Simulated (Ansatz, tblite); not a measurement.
**The cluster Co₅−: a ladder of methods and basis sets**

Aim: run the multiplicity 11 of the cluster Co₅− at one geometry on many levels, and compare frontier levels, spin and run time.

Method: as each input shows; program: Ansatz 0.2.0, Gaussian basis.

Levels to be run: GFN1-xTB, GFN2-xTB, PBE-D4/def2-TZVPD, r2SCAN-D4/def2-TZVPD, MP2/def2-TZVPD.

7 further runs of the same task are left out: 5 that didn't finish, 2 set aside as unsound or not needed.

### 1 The geometry

The multiplicity 11 was relaxed beforehand with PBE-D4/def2-SVPD. It is a higher isomer from a search, not the lowest found.

5 atoms, charge -1, spin multiplicity 11.

Bond lengths: Co1–Co2 2.294 Å, Co1–Co3 2.151 Å, Co1–Co4 2.245 Å, Co1–Co5 2.650 Å, Co2–Co3 2.338 Å, Co2–Co4 2.185 Å, Co2–Co5 2.297 Å, Co3–Co5 2.151 Å, Co4–Co5 2.243 Å. Angles: Co2–Co1–Co3 63.4°, Co2–Co1–Co4 57.5°, Co2–Co1–Co5 54.8°, Co3–Co1–Co4 102.1°, Co3–Co1–Co5 52.0°, Co4–Co1–Co5 53.8°, Co1–Co2–Co3 55.3°, Co1–Co2–Co4 60.1°, Co1–Co2–Co5 70.5°, Co3–Co2–Co4 98.2°, Co3–Co2–Co5 55.3°, Co4–Co2–Co5 60.0°, Co1–Co3–Co2 61.3°, Co1–Co3–Co5 76.1°, Co2–Co3–Co5 61.4°, Co1–Co4–Co2 62.3°, Co1–Co4–Co5 72.4°, Co2–Co4–Co5 62.5° and more.

No spin-orbit coupling is included. The ion is computed in the gas phase, without counter-ions or solvent.

PBE0-D4/def2-TZVPD was run before; its log isn't repeated, and its numbers join the tables.

### 2 GFN1-xTB

Tight binding, by tblite at 300 K electronic temperature and without a spin-polarisation term:

```python
tblite.interface.Calculator('GFN1-xTB', numbers, positions, charge=-1, uhf=10).singlepoint()
```

Energy -468.9422 eV; 0.008 s.

### 3 GFN2-xTB

Tight binding, by tblite at 300 K electronic temperature and without a spin-polarisation term:

```python
tblite.interface.Calculator('GFN2-xTB', numbers, positions, charge=-1, uhf=10).singlepoint()
```

Energy -493.9701 eV; 0.008 s.

### 4 PBE-D4/def2-TZVPD

start.molden holds the orbitals of an earlier run on this state, given as this run's starting guess.

Input file in.yaml:

```yaml
crystal:
  periodic: [false, false, false]
  atoms:
    - {symbol: Co, position_ang: [0.512728, -1.211496, 0.554079]}
    - {symbol: Co, position_ang: [-0.783196, 0.653963, 0.872577]}
    - {symbol: Co, position_ang: [1.509456, 0.689381, 0.417850]}
    - {symbol: Co, position_ang: [-1.370204, -0.838812, -0.610581]}
    - {symbol: Co, position_ang: [0.131216, 0.706965, -1.233916]}
basis:
  gaussian: {orbitals: def2-TZVPD, initial_orbitals: start.molden}
total_charge: -1
magnetization: {spin_polarized: true, initial_magnetization: 10}
hamiltonian: {xc: pbe, dispersion: d4}
scf: {omitted_lower_state_checks: [starts]}
output: {forces: true, orbitals: {seedname: orbitals}}
```

Started as:

```console
$ ansatz run in.yaml --threads 4 --pin off --events-out ev --progress --plain --max-ram 4787MiB
```

After this run come: r2SCAN-D4/def2-TZVPD; MP2/def2-TZVPD.

**Question.** What will the summary of the whole plan be? Wanted: correlation energy, MP2/def2-TZVPD.

The runs gave:

| quantity | value |
| --- | --- |
| correlation energy, MP2/def2-TZVPD | -80.16 eV |

**Reading.** PBE-D4 leaves an empty level below a filled one, so this occupation isn't an aufbau state there; left out of the range. r2SCAN-D4 puts the HOMO above zero: the outermost electron is held by the basis alone.
